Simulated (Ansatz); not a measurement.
# AsBr− (doublet): the correlation ladder at distance As1–Br2 = 1.918 Å, aug-cc-pVDZ

Aim: climb from Hartree-Fock through coupled cluster and multireference methods for AsBr− (doublet) at one geometry and basis, and see what each rung misses.

The runs use Ansatz 0.2.0, Gaussian basis; aug-cc-pVDZ, core rule «outside noble gas», up to 28 orbitals frozen.

Plan: UHF; CCSD(T) on ROHF; CCSD(T) on UHF; BCCD(T) on ROHF; CISD; CCSDT(Q) on ROHF; CCSDT(Q) on UHF; CASSCF and MRCISD+Q, 3 electrons in 3 orbitals; CASSCF and NEVPT2, 3 electrons in 3 orbitals; CASSCF and MRCISD+Q, 13 electrons in 8 orbitals; CASSCF and MRCISD+Q(relaxed), 13 electrons in 8 orbitals; CASSCF and NEVPT2, 13 electrons in 8 orbitals.

20 further runs of the same task are left out: 1 for a known fault of the program, 18 that didn't finish, 1 set aside as unsound or not needed.

## (1) The geometry

The geometry derives from a PBE0/def2-TZVPD stationary point (not a proven minimum). One bond is set to the value named and the two fragments are kept rigid. No spin-orbit coupling is included. The filled d shell of As, Br may be among the frozen orbitals whatever the setting's name suggests; the logs give the count.

2 atoms, charge -1, spin multiplicity 2.

Atoms are counted from 1 here; the program's logs count them from 0.

Bond lengths: As1–Br2 1.918 Å.

## (2) UHF

The input, in.yaml:

```yaml
crystal:
  periodic: [false, false, false]
  atoms:
    - {symbol: As, position_ang: [0.000000, 0.000000, 0.000000]}
    - {symbol: Br, position_ang: [0.000000, 0.000000, 1.918000]}
basis:
  gaussian: {orbitals: aug-cc-pVDZ}
total_charge: -1
magnetization: {spin_polarized: true, initial_magnetization: 1}
hamiltonian: {xc: hf}
output: {orbitals: {seedname: orbitals}}
```

The run is started by

```
> ansatz run in.yaml --threads 1 --pin off --events-out ev --progress --plain --max-ram 2393MiB
```

Further steps of the session: CCSD(T) on ROHF; CCSD(T) on UHF; BCCD(T) on ROHF; CISD; CCSDT(Q) on ROHF; CCSDT(Q) on UHF; CASSCF and MRCISD+Q, 3 electrons in 3 orbitals; CASSCF and NEVPT2, 3 electrons in 3 orbitals; CASSCF and MRCISD+Q, 13 electrons in 8 orbitals; CASSCF and MRCISD+Q(relaxed), 13 electrons in 8 orbitals; CASSCF and NEVPT2, 13 electrons in 8 orbitals.

Q: Predict the results of all the runs planned. Wanted: UCCSDT(Q) below the RHF energy; RMP2 from UCCSDT(Q); UMP2 from UCCSDT(Q); RCCSD from UCCSDT(Q); RCCSD(T) from UCCSDT(Q); UCCSD(T) from UCCSDT(Q); RCCSDT(Q) from UCCSDT(Q); NEVPT2 valence from UCCSDT(Q); MRCISD+Q valence from UCCSDT(Q).

**Answer**, as computed:

| quantity | value |
| --- | --- |
| UCCSDT(Q) below the RHF energy | -6.7992 eV |
| RMP2 from UCCSDT(Q) | +77.1 kJ/mol |
| UMP2 from UCCSDT(Q) | +79.5 kJ/mol |
| RCCSD from UCCSDT(Q) | +23.7 kJ/mol |
| RCCSD(T) from UCCSDT(Q) | +3.4 kJ/mol |
| UCCSD(T) from UCCSDT(Q) | +3.3 kJ/mol |
| RCCSDT(Q) from UCCSDT(Q) | +0.2 kJ/mol |
| NEVPT2 valence from UCCSDT(Q) | +151.7 kJ/mol |
| MRCISD+Q valence from UCCSDT(Q) | +12.2 kJ/mol |
| MRCISD+Q(relaxed) valence from UCCSDT(Q) | +10.8 kJ/mol |
| levels within 1 kcal/mol (43 meV) | RCCSD(T), UCCSD(T), BCCD(T), RCCSDT, UCCSDT, RCCSDT(Q) |
| T1 diagnostic | 0.017 |
| effectively unpaired electrons | 1.00 |

RCCSD(T) misses by +3.4 kJ/mol, 0.5 % of the correlation energy. One determinant dominates. Of the multireference levels listed MRCISD+Q(relaxed) valence comes nearest in total energy (+10.8 kJ/mol), which doesn't show that its space is the better one. These misses are within one basis, not against nature; the frozen cores of restricted and unrestricted runs differ, which can shift their rows.
